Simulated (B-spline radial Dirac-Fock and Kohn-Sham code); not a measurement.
# Inner shells of Xe⁶⁺

What does theory give for xenon as Xe⁶⁺? The session works out how cheaper methods do for the levels.

Program: B-spline radial Dirac-Fock and Kohn-Sham code, version 2. Model: a free atom or ion on a radial basis; each step names its model. All values are calculated, but those marked as tabulated.

### Step 1. The atom as given

Xe⁶⁺ in the configuration 1s2 2s2 2p6 3s2 3p6 3d10 4s2 4p6 4d10 5s2.

```
nuclear charge     : 54
electrons          : 48
mass number        : 132
nuclear rms radius : 4.7859 fm
```

Outer shells as boxes (Hund's rule, for the drawing alone; heavy ions are jj-coupled, and the calculation averages over the configuration):

```
[Kr] core
4d [↑↓][↑↓][↑↓][↑↓][↑↓]
5s [↑↓]
```

### Step 2. Dirac PBE, for comparison

Model: Dirac-Kohn-Sham PBE, finite nucleus, spherical and without spin polarisation.

Recorded inputs:

```ini
task = binding-ladder
Z = 54
charge = 6
configuration = 1s2 2s2 2p6 3s2 3p6 3d10 4s2 4p6 4d10 5s2
mass_number = 132
rms_radius = 4.7859  # fm
method = pbe,pbe
relativity = dirac
```

From the run's result record (rounded, not every field):

```text
{
  "status": "converged",
  "shells": ["K", "L1", "L2", "L3", "M1", "M2", "M3", "M4", "M5", "N1", "N2", "N3", "N4", "N5", "O1"],
  "minus_eigenvalue [eV]": [34422.8, 5420.78, 5097.81, 4773.14, 1169.94, 1035.65, 973.956, 737.632, 724.592, 273.023, 225.373, 212.988, 135.611, 133.573, 86.1427],
  "delta_scf [eV]": [34797.5, 5490.68, 5184.47, 4853.96, 1195.83, 1062.43, 999.776, 766.258, 752.88, 286.233, 238.249, 225.557, 147.308, 145.179, 92.8887],
  "total_energy [Ha]": -7441.66273,
  "dirac_fock_binding [eV]": [34646.3, 5540.47, 5189.24, 4868.74, 1232.03, 1085.97, 1023.76, 769.891, 757.205, 301.364, 247.445, 234.975, 146.383, 144.382, 89.6104]
}
```

Beside the Dirac-Fock ΔSCF result with Breit and QED, in eV:

```
level       -ε    miss     ΔSCF    miss  Dirac-Fock
    K  34422.8  -223.5  34797.5  +151.1     34646.3
   L1   5420.8  -119.7   5490.7   -49.8      5540.5
   L2   5097.8   -91.4   5184.5    -4.8      5189.2
   L3   4773.1   -95.6   4854.0   -14.8      4868.7
   M1   1169.9   -62.1   1195.8   -36.2      1232.0
   M2   1035.6   -50.3   1062.4   -23.5      1086.0
   M3    974.0   -49.8    999.8   -24.0      1023.8
   M4    737.6   -32.3    766.3    -3.6       769.9
   M5    724.6   -32.6    752.9    -4.3       757.2
   N1    273.0   -28.3    286.2   -15.1       301.4
   N2    225.4   -22.1    238.2    -9.2       247.4
   N3    213.0   -22.0    225.6    -9.4       235.0
   N4    135.6   -10.8    147.3    +0.9       146.4
   N5    133.6   -10.8    145.2    +0.8       144.4
   O1    86.14    -3.5    92.89    +3.3       89.61
```

### Step 3. Cost and miss of the cheaper method

| method | level | eigenvalue miss (%) | ΔSCF miss (%) | time |
| --- | --- | --- | --- | --- |
| Dirac PBE | K | -0.65 | +0.44 | 7 s |

Times cover the ground state and all hole states of a step, on one thread of a shared host; states solved in an earlier step are reused, and a first call can include compiling.

### Step 4. Summary of results

```
                       quantity                 value
Dirac PBE, K: eigenvalue / ΔSCF  34422.8 / 34797.5 eV
```

What this shows: Dirac PBE misses the K level by -0.6 % with its eigenvalue and by +0.4 % with ΔSCF. Breit and QED terms, which only the reference holds, shift this level by tenths of a per cent, so the eigenvalue's nearness can be cancellation. The Hartree-Fock and Dirac-Fock values hold no electron correlation.
